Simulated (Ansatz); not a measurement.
# GaH4NO: one species, many methods

How much do the methods differ for GaH4NO? The plan is to run it at one geometry with functionals of several rungs and with coupled cluster. The yardstick is the atomisation energy at the CCSD(T) limit.

Program: Ansatz 0.2.0, Gaussian basis. Level of theory: functionals in def2-TZVPP, the program's frozen cores in correlated methods. These are calculated values, not measurements.

The runs, in order: LDA (SPW92), PBE-D4, revPBE-D4, BLYP-D4, r2SCAN-D4, B97M-V, PBE0-D4, B3LYP-D4, r2SCANh-D4, r2SCAN0-D4, HSE06-D4, BHLYP-D4, CAM-B3LYP-D4, LC-ωPBE, ωB97X-V, ωB97M-V, B2PLYP, PBE-QIDH; CCSD(T)/def2-SVP; CCSD(T)/def2-TZVPP; MP2/def2-QZVPP; extrapolation to the limit; RPA on PBE.

## (1) The relaxed structure

An earlier PBE0-D4 in a triple-zeta def2 set relaxation fixed the geometry.

SMILES `[NH2][GaH][OH]`, 7 atoms, charge 0, spin multiplicity 1.

Atoms are counted from 1 here; the program's logs count them from 0.

Bond lengths: N1–Ga2 1.813 Å, N1–H4 1.005 Å, N1–H5 1.005 Å, Ga2–O3 1.789 Å, Ga2–H6 1.547 Å, O3–H7 0.959 Å. Angles: Ga2–N1–H4 124.9°, Ga2–N1–H5 123.2°, H4–N1–H5 111.9°, N1–Ga2–O3 117.7°, N1–Ga2–H6 124.0°, O3–Ga2–H6 118.4°, Ga2–O3–H7 114.5°.

## (2) LDA

This LDA is Slater exchange with PW92 correlation.

in.yaml

```yaml
crystal:
  periodic: [false, false, false]
  atoms:
    - {symbol: N, position_ang: [-1.169127, 0.089640, -0.272703]}
    - {symbol: Ga, position_ang: [0.386807, -0.009581, 0.652676]}
    - {symbol: O, position_ang: [1.898546, -0.208673, -0.282263]}
    - {symbol: H, position_ang: [-1.247057, 0.041234, -1.273742]}
    - {symbol: H, position_ang: [-2.065556, 0.201734, 0.168141]}
    - {symbol: H, position_ang: [0.481254, 0.067550, 2.194549]}
    - {symbol: H, position_ang: [1.776531, -0.249904, -1.232357]}
basis:
  gaussian: {orbitals: def2-TZVPP}
hamiltonian: {xc: lda}
output: {orbitals: {seedname: orbitals}}
```

Further steps of the session: PBE-D4 (GGA); revPBE-D4 (GGA); BLYP-D4 (GGA); r2SCAN-D4 (meta-GGA); B97M-V (meta-GGA); PBE0-D4 (hybrid); B3LYP-D4 (hybrid); r2SCANh-D4 (hybrid); r2SCAN0-D4 (hybrid); HSE06-D4 (hybrid); BHLYP-D4 (hybrid); CAM-B3LYP-D4 (range-separated); LC-ωPBE-D4 (range-separated); ωB97X-V (range-separated); ωB97M-V (range-separated); B2PLYP (double hybrid); PBE-QIDH (double hybrid); CCSD(T) in def2-SVP; CCSD(T) in def2-TZVPP; MP2 in def2-QZVPP; RPA on PBE orbitals.

Before running them: what should the planned runs give, taken together? Wanted: atomisation energy, CCSD(T)/CBS; farthest beyond LDA; mean size of error, GGA; mean size of error, meta-GGA; mean size of error, hybrid; mean size of error, range-separated; mean size of error, double hybrid; gap, smallest and largest; T1 diagnostic.

**Answer**, as computed:

| quantity | value |
| --- | --- |
| atomisation energy, CCSD(T)/CBS | 23.067 eV |
| functionals within 0.231 eV (1.0 %) | PBE-D4, CAM-B3LYP-D4, ωB97X-V, ωB97M-V |
| farthest beyond LDA | BHLYP-D4 (-1.220 eV) |
| mean size of error, GGA | 0.322 eV |
| mean size of error, meta-GGA | 0.287 eV |
| mean size of error, hybrid | 0.662 eV |
| mean size of error, range-separated | 0.172 eV |
| mean size of error, double hybrid | 0.507 eV |
| gap, smallest and largest | 5.03 eV (BLYP-D4), 12.27 eV (LC-ωPBE) |
| T1 diagnostic | 0.0138 |
| triples share of the correlation energy | 3.6 % |

In words: The LDA atomisation energy is off by 3.348 eV (15 %): it overbinds. PBE-D4 misses by +0.045 eV. Double hybrids carry the basis error of their MP2 part in triple zeta, and no dispersion term here, so their miss is partly the set-up's. By mean error the best rung here is range-separated (0.172 eV) and the worst beyond LDA is hybrid (0.662 eV). The gap between the best rungs is small, so their order is not settled. The mean of the hybrids holds BHLYP, with half exact exchange. Misses under about 0.231 eV are within the doubt on the reference itself, which lacks core-valence correlation, relativity and higher excitations, and its outer-core shells are covered unevenly. Hartree-Fock recovers 66 % of the binding; the rest is correlation. CCSD(T) in def2-SVP is off by -1.947 eV, worse than the median functional, from the basis alone. Orbital gaps span 5.0 to 12.3 eV; exact exchange widens them. Correlated methods include outer-core shells of Ga, which these sets cover unevenly.
